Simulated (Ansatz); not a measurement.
What does this script print? It uses the Ansatz DFT code, driven from Python.

`c2h6alfo.py`
```python
"""C2H6AlFO at several levels of theory."""

from pathlib import Path

import ansatz as az
import numpy as np

GEOMETRY = """
C    -1.28160    0.25660    1.17750
C    -0.13890    0.36940    0.22500
F     0.88350    0.98840    0.87540
O     0.29970   -0.92320   -0.15770
Al    1.49320   -0.90530   -1.53150
H    -2.18960   -0.16290    0.65000
H    -1.04400   -0.28820    2.07320
H    -1.58730    1.34260    1.47120
H    -0.42930    1.00340   -0.61320
H     1.02330   -0.87410   -3.01620
H     3.03640   -0.86370   -1.13310
"""


def main() -> None:
    geometry = az.Crystal.molecule()
    for line in GEOMETRY.strip().splitlines():
        symbol, *xyz = line.split()
        geometry = geometry.atom(symbol, [float(v) for v in xyz])

    calculation = geometry.calculation().basis(gaussian="def2-SVP")

    print("functional    E (Ha)        dipole (D)   HOMO (eV)  LUMO (eV)")
    for name in ["r2scan0", "lda", "pbe", "cam_b3lyp", "pbe0", "lc_wpbe"]:
        rep = calculation.functional(name).forces().orbitals().run(threads=1, runs_dir="runs").report
        lines = Path(rep["orbitals_path"]).read_text().splitlines()
        field_of = lambda key: [line.split("=")[1].strip() for line in lines if line.startswith(key)]
        orbitals = [(27.211386 * float(e), s, float(n)) for e, s, n in zip(field_of("Ene="), field_of("Spin="), field_of("Occup="))]
        homo = max(e for e, _, n in orbitals if n > 0.5)
        lumo = min(e for e, _, n in orbitals if n < 0.5)
        dipole = 4.803205 * np.linalg.norm(rep["charge_distribution"]["dipole_moment_e_ang"])
        print(f"{name:10s} {rep['free_energy_ev'] / 27.211386246:14.6f} {dipole:9.3f} {homo:11.3f} {lumo:10.3f}")


if __name__ == "__main__":
    main()
```

Running `python c2h6alfo.py` prints:
```text
functional    E (Ha)        dipole (D)   HOMO (eV)  LUMO (eV)
r2scan0       -496.872530     1.723      -8.398     -1.280
lda           -494.078921     1.530      -6.672     -2.520
pbe           -496.639623     1.486      -6.553     -2.256
cam_b3lyp     -496.977344     1.670      -9.525     -0.535
pbe0          -496.678692     1.659      -8.134     -1.474
lc_wpbe       -496.840427     1.693     -10.893      0.639
```

Reading the output:
- Total energies depend on the basis set; only differences at equal settings carry meaning.
- The geometry is a force-field or estimated start, not a minimum of this method, and the basis set is short of its limit. A lower total doesn't mark the better method: functionals have no common bound, and MP2 and coupled cluster aren't variational.
- Levels such as HOMO and LUMO are orbital energies: with these approximate functionals they aren't the ionisation energy and electron affinity, and their gap isn't the fundamental gap.
- Run time: 23 s on 1 thread of Arm Neoverse V2 (shared host), peak memory 0.31 GiB.
